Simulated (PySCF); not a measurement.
# A gas-phase reaction: ClFH2O2Si + F → ClFHO2Si + FH

What reaction energy should one expect for `O[Si](O)(F)Cl` + `[F-]` → `[O-][Si](O)(F)Cl` + `F`?

Computed with PySCF 2.14.0; each step states its level. No surroundings beyond the atoms listed, unless a continuum is named. Atoms count from 0, parts from 1.

## 1. Starting point

Each species was relaxed by itself at PBE0-D3(BJ)/def2-SVPD.

## 2. Energies of the species: wB97M-D3(BJ)/def2-TZVPD

Job settings and geometry (Å):

```
{"job": {"kind": "react", "xc": "wB97M-D3(BJ)", "basis": "def2-TZVPD"}, "charge": 0, "multiplicity": 1}
-1 ClFH2O2Si charge 0 multiplicity 1
O      0.458150     1.340970    -0.381190
Si     0.191740    -0.246160    -0.071670
O     -1.130700    -0.746080    -0.886140
F      0.014980    -0.442750     1.525450
Cl     1.752490    -1.439020    -0.620070
H      1.177070     1.793140     0.066600
H     -1.908650    -0.182910    -0.898100

-1 F charge -1 multiplicity 1
F      0.000000     0.000000     0.000000

+1 ClFHO2Si charge -1 multiplicity 1
O      0.152790     1.757240    -0.865630
Si    -0.048960     0.475770    -0.019320
O      0.149010    -1.023700    -0.762330
F     -1.498540     0.280720     0.770030
Cl     1.243360     0.273620     1.704020
H      0.091320    -1.745200    -0.131410

+1 FH charge 0 multiplicity 1
F      0.458990     0.030990    -0.007430
H     -0.458990    -0.030990     0.007430
```

Method: wB97M-D3(BJ)/def2-TZVPD reaction energy of separated species, gas phase.

On the command line:

```console
$ OMP_NUM_THREADS=1 python cluster_run.py task.json out
```

The driver reads the jobs from task.json and runs them one after another.

Output:

```text
species 1 (ClFH2O2Si)
coarse grid: 33336 points
cycle   1  E = -1001.5297353070  dE =  5.851e-01  |g| = 9.882e-01  |ddm| = 2.170e+00
cycle   2  E = -1001.5333740105  dE = -3.639e-03  |g| = 1.059e+00  |ddm| = 1.201e+00
cycle   3  E = -1001.7030237291  dE = -1.696e-01  |g| = 4.872e-02  |ddm| = 5.794e-01
cycle   4  E = -1001.7035242390  dE = -5.005e-04  |g| = 2.045e-02  |ddm| = 6.079e-02
cycle   5  E = -1001.7036124059  dE = -8.817e-05  |g| = 5.204e-03  |ddm| = 1.948e-02
cycle   6  E = -1001.7036190547  dE = -6.649e-06  |g| = 1.119e-03  |ddm| = 6.674e-03
final grid: 68440 points
cycle   7  E = -1001.7035589533  dE = -2.366e-07  |g| = 1.146e-03  |ddm| = 2.180e-03
cycle   8  E = -1001.7035589138  dE =  3.950e-08  |g| = 1.325e-03  |ddm| = 1.167e-03
cycle   9  E = -1001.7035591704  dE = -2.567e-07  |g| = 5.638e-05  |ddm| = 5.682e-04
cycle  10  E = -1001.7035591718  dE = -1.384e-09  |g| = 2.785e-05  |ddm| = 7.327e-05
cycle  11  E = -1001.7035591721  dE = -3.292e-10  |g| = 4.606e-06  |ddm| = 4.663e-05
converged SCF energy = -1001.7035591721

species 2 (F)
coarse grid: 5304 points
cycle   1  E = -99.7735595435  dE = -1.701e-01  |g| = 8.390e-01  |ddm| = 3.042e-01
cycle   2  E = -99.4217741307  dE =  3.518e-01  |g| = 1.736e+00  |ddm| = 1.187e+00
cycle   3  E = -99.9129072191  dE = -4.911e-01  |g| = 3.879e-02  |ddm| = 7.668e-01
cycle   4  E = -99.9130379075  dE = -1.307e-04  |g| = 2.144e-02  |ddm| = 3.124e-02
cycle   5  E = -99.9130976974  dE = -5.979e-05  |g| = 1.450e-03  |ddm| = 8.861e-03
cycle   6  E = -99.9130979605  dE = -2.631e-07  |g| = 2.299e-04  |ddm| = 4.862e-04
final grid: 11608 points
cycle   7  E = -99.9130859017  dE =  1.872e-09  |g| = 2.255e-04  |ddm| = 1.777e-04
cycle   8  E = -99.9130858948  dE =  6.925e-09  |g| = 3.200e-04  |ddm| = 1.966e-04
cycle   9  E = -99.9130859089  dE = -1.404e-08  |g| = 1.900e-06  |ddm| = 1.112e-04
cycle  10  E = -99.9130859089  dE = -1.251e-12  |g| = 7.399e-08  |ddm| = 3.603e-06
converged SCF energy = -99.9130859089

species 3 (ClFHO2Si)
coarse grid: 30864 points
cycle   1  E = -1000.8826257272  dE =  3.417e-01  |g| = 1.204e+00  |ddm| = 2.063e+00
cycle   2  E = -1000.6842896202  dE =  1.983e-01  |g| = 1.640e+00  |ddm| = 1.747e+00
cycle   3  E = -1001.1519127239  dE = -4.676e-01  |g| = 1.853e-01  |ddm| = 1.059e+00
cycle   4  E = -1001.1573345491  dE = -5.422e-03  |g| = 6.329e-02  |ddm| = 1.197e-01
cycle   5  E = -1001.1579852288  dE = -6.507e-04  |g| = 1.252e-02  |ddm| = 4.478e-02
cycle   6  E = -1001.1580210603  dE = -3.583e-05  |g| = 4.456e-03  |ddm| = 1.537e-02
cycle   7  E = -1001.1580260946  dE = -5.034e-06  |g| = 8.103e-04  |ddm| = 6.308e-03
final grid: 63064 points
cycle   8  E = -1001.1579036381  dE = -4.654e-07  |g| = 7.906e-04  |ddm| = 4.121e-03
cycle   9  E = -1001.1579036431  dE = -4.986e-09  |g| = 9.156e-04  |ddm| = 1.063e-03
cycle  10  E = -1001.1579037695  dE = -1.264e-07  |g| = 7.626e-05  |ddm| = 4.180e-04
cycle  11  E = -1001.1579037725  dE = -2.953e-09  |g| = 5.815e-05  |ddm| = 1.726e-04
cycle  12  E = -1001.1579037734  dE = -9.459e-10  |g| = 1.886e-05  |ddm| = 7.235e-05
converged SCF energy = -1001.1579037734

species 4 (FH)
coarse grid: 7776 points
cycle   1  E = -100.4688191932  dE = -9.408e-02  |g| = 4.644e-01  |ddm| = 6.197e-01
cycle   2  E = -100.4725001798  dE = -3.681e-03  |g| = 5.038e-01  |ddm| = 3.808e-01
cycle   3  E = -100.5053141191  dE = -3.281e-02  |g| = 2.574e-02  |ddm| = 1.678e-01
cycle   4  E = -100.5053900971  dE = -7.598e-05  |g| = 5.006e-03  |ddm| = 1.077e-02
cycle   5  E = -100.5053947382  dE = -4.641e-06  |g| = 4.334e-04  |ddm| = 3.766e-03
final grid: 16976 points
cycle   6  E = -100.5053934746  dE = -6.407e-08  |g| = 1.053e-04  |ddm| = 8.215e-04
cycle   7  E = -100.5053934780  dE = -3.451e-09  |g| = 7.965e-05  |ddm| = 2.174e-04
cycle   8  E = -100.5053934789  dE = -8.304e-10  |g| = 2.079e-05  |ddm| = 3.728e-05
converged SCF energy = -100.5053934789

Reaction energy = -28.919 kcal/mol
```

It took 55 s on 1 thread of Arm Neoverse N1, shared host; peak memory 0.77 GiB.

Species by species (with the dispersion term, which the log's SCF energies lack):

```csv
ν,species,energy (Eh),HOMO (eV)
-1,O[Si](O)(F)Cl,-1001.71035,-11.95
-1,[F-],-99.91309,-2.89
+1,[O-][Si](O)(F)Cl,-1001.16389,-5.19
+1,F,-100.50563,-14.54
```

## 3. Reaction energy: PBE0-D3(BJ)/def2-TZVPD

The job, as its differences from that of step 2:

```diff
@@ -1,2 +1,2 @@
-{"job": {"kind": "react", "xc": "wB97M-D3(BJ)", "basis": "def2-TZVPD"}, "charge": 0, "multiplicity": 1}
+{"job": {"kind": "react", "xc": "PBE0", "basis": "def2-TZVPD", "disp": "d3bj"}, "charge": 0, "multiplicity": 1}
 -1 ClFH2O2Si charge 0 multiplicity 1
```

With the program's defaults for keys left out, this is: PBE0-D3(BJ)/def2-TZVPD reaction energy of separated species, gas phase.

Output:

```text
species 1 (ClFH2O2Si)
coarse grid: 7752 points
cycle   1  E = -1000.8483480959  dE =  6.341e-01  |g| = 1.055e+00  |ddm| = 2.263e+00
cycle   2  E = -1000.6249004223  dE =  2.234e-01  |g| = 1.565e+00  |ddm| = 1.553e+00
cycle   3  E = -1001.0318434232  dE = -4.069e-01  |g| = 7.899e-02  |ddm| = 9.672e-01
cycle   4  E = -1001.0329181391  dE = -1.075e-03  |g| = 4.367e-02  |ddm| = 8.938e-02
cycle   5  E = -1001.0332181270  dE = -3.000e-04  |g| = 1.100e-02  |ddm| = 2.983e-02
cycle   6  E = -1001.0332363454  dE = -1.822e-05  |g| = 3.381e-03  |ddm| = 7.745e-03
cycle   7  E = -1001.0332379375  dE = -1.592e-06  |g| = 6.735e-04  |ddm| = 2.143e-03
final grid: 68440 points
cycle   8  E = -1001.0364402134  dE = -3.394e-05  |g| = 6.454e-03  |ddm| = 2.685e-02
cycle   9  E = -1001.0364324166  dE =  7.797e-06  |g| = 9.151e-03  |ddm| = 8.266e-03
cycle  10  E = -1001.0364463991  dE = -1.398e-05  |g| = 7.391e-04  |ddm| = 5.091e-03
cycle  11  E = -1001.0364464727  dE = -7.361e-08  |g| = 2.234e-04  |ddm| = 5.288e-04
cycle  12  E = -1001.0364464817  dE = -8.961e-09  |g| = 6.896e-05  |ddm| = 1.783e-04
cycle  13  E = -1001.0364464823  dE = -6.767e-10  |g| = 1.448e-05  |ddm| = 3.579e-05
converged SCF energy = -1001.0364464823

species 2 (F)
coarse grid: 1088 points
cycle   1  E = -99.6480299908  dE = -8.108e-02  |g| = 8.599e-01  |ddm| = 3.156e-01
cycle   2  E = -97.8823061729  dE =  1.766e+00  |g| = 3.110e+00  |ddm| = 2.037e+00
cycle   3  E = -99.7922027745  dE = -1.910e+00  |g| = 7.027e-02  |ddm| = 1.718e+00
cycle   4  E = -99.7924511220  dE = -2.483e-04  |g| = 5.277e-02  |ddm| = 6.585e-02
cycle   5  E = -99.7928802840  dE = -4.292e-04  |g| = 8.706e-03  |ddm| = 1.832e-02
cycle   6  E = -99.7928921043  dE = -1.182e-05  |g| = 1.037e-03  |ddm| = 3.146e-03
cycle   7  E = -99.7928922756  dE = -1.713e-07  |g| = 4.564e-06  |ddm| = 4.256e-04
final grid: 11608 points
cycle   8  E = -99.7963210859  dE = -3.387e-06  |g| = 9.094e-04  |ddm| = 3.670e-03
cycle   9  E = -99.7963207951  dE =  2.908e-07  |g| = 1.611e-03  |ddm| = 9.527e-04
cycle  10  E = -99.7963211908  dE = -3.957e-07  |g| = 1.338e-04  |ddm| = 7.234e-04
cycle  11  E = -99.7963211937  dE = -2.821e-09  |g| = 9.473e-06  |ddm| = 6.123e-05
cycle  12  E = -99.7963211937  dE = -1.552e-11  |g| = 5.050e-07  |ddm| = 4.784e-06
converged SCF energy = -99.7963211937

species 3 (ClFHO2Si)
coarse grid: 7128 points
cycle   1  E = -1000.1872670084  dE =  4.615e-01  |g| = 1.261e+00  |ddm| = 2.162e+00
cycle   2  E = -998.9609050467  dE =  1.226e+00  |g| = 2.643e+00  |ddm| = 4.396e+00
cycle   3  E = -1000.4331602866  dE = -1.472e+00  |g| = 4.996e-01  |ddm| = 4.047e+00
cycle   4  E = -1000.4785266217  dE = -4.537e-02  |g| = 1.518e-01  |ddm| = 3.403e-01
cycle   5  E = -1000.4816297189  dE = -3.103e-03  |g| = 4.033e-02  |ddm| = 9.025e-02
cycle   6  E = -1000.4819636800  dE = -3.340e-04  |g| = 1.360e-02  |ddm| = 3.936e-02
cycle   7  E = -1000.4819954407  dE = -3.176e-05  |g| = 4.407e-03  |ddm| = 9.387e-03
cycle   8  E = -1000.4819986236  dE = -3.183e-06  |g| = 1.055e-03  |ddm| = 2.627e-03
final grid: 63064 points
cycle   9  E = -1000.4859095963  dE = -2.421e-05  |g| = 8.925e-03  |ddm| = 2.879e-02
cycle  10  E = -1000.4858693226  dE =  4.027e-05  |g| = 1.718e-02  |ddm| = 1.451e-02
cycle  11  E = -1000.4859224909  dE = -5.317e-05  |g| = 1.244e-03  |ddm| = 1.010e-02
cycle  12  E = -1000.4859227214  dE = -2.306e-07  |g| = 4.545e-04  |ddm| = 8.941e-04
cycle  13  E = -1000.4859227575  dE = -3.610e-08  |g| = 7.704e-05  |ddm| = 2.599e-04
cycle  14  E = -1000.4859227585  dE = -9.252e-10  |g| = 2.558e-05  |ddm| = 7.052e-05
converged SCF energy = -1000.4859227585

species 4 (FH)
coarse grid: 1712 points
cycle   1  E = -100.3540953164  dE = -3.605e-02  |g| = 4.957e-01  |ddm| = 6.253e-01
cycle   2  E = -100.3145772818  dE =  3.952e-02  |g| = 7.430e-01  |ddm| = 5.125e-01
cycle   3  E = -100.3938179431  dE = -7.924e-02  |g| = 2.284e-02  |ddm| = 2.892e-01
cycle   4  E = -100.3938935061  dE = -7.556e-05  |g| = 4.205e-03  |ddm| = 9.787e-03
cycle   5  E = -100.3938954898  dE = -1.984e-06  |g| = 3.555e-04  |ddm| = 1.247e-03
final grid: 16976 points
cycle   6  E = -100.3948395992  dE = -1.855e-05  |g| = 3.987e-03  |ddm| = 7.494e-03
cycle   7  E = -100.3948376849  dE =  1.914e-06  |g| = 5.483e-03  |ddm| = 3.345e-03
cycle   8  E = -100.3948417514  dE = -4.066e-06  |g| = 9.952e-05  |ddm| = 2.008e-03
cycle   9  E = -100.3948417527  dE = -1.284e-09  |g| = 1.780e-05  |ddm| = 3.933e-05
cycle  10  E = -100.3948417527  dE = -4.808e-11  |g| = 3.053e-06  |ddm| = 1.026e-05
converged SCF energy = -100.3948417527

Reaction energy = -29.872 kcal/mol
```

Wall time 29 s (1 thread of Arm Neoverse N1, shared host); peak memory 0.65 GiB.

Reaction energy at this level: -29.87 kcal/mol.

## 4. Side by side

Energies in kcal/mol, with wall time:

```csv
run,reaction,time
wB97M-D3(BJ)/def2-TZVPD,-28.92,55 s
PBE0-D3(BJ)/def2-TZVPD,-29.87,29 s
```

## 5. Outcome

| quantity | value |
| --- | --- |
| reaction energy (wB97M-D3(BJ)/def2-TZVPD) | -28.92 kcal/mol |
| ΔH, ΔG at 298 K (xTB thermal terms) | -29.8, -31.2 kcal/mol |
| range of the reaction energy over the runs of this table | -29.87 to -28.92 kcal/mol |

**Reading.** The reaction is exothermic by 29.8 kcal/mol in the gas phase; dispersion gives +0.36, and xTB itself gave -32.49 for the electronic energy (xTB energies and thermal terms come from the earlier relaxation of each species, not shown). No barrier was sought. The reaction energy runs from -29.87 (PBE0-D3(BJ)/def2-TZVPD) to -28.92 kcal/mol (wB97M-D3(BJ)/def2-TZVPD).
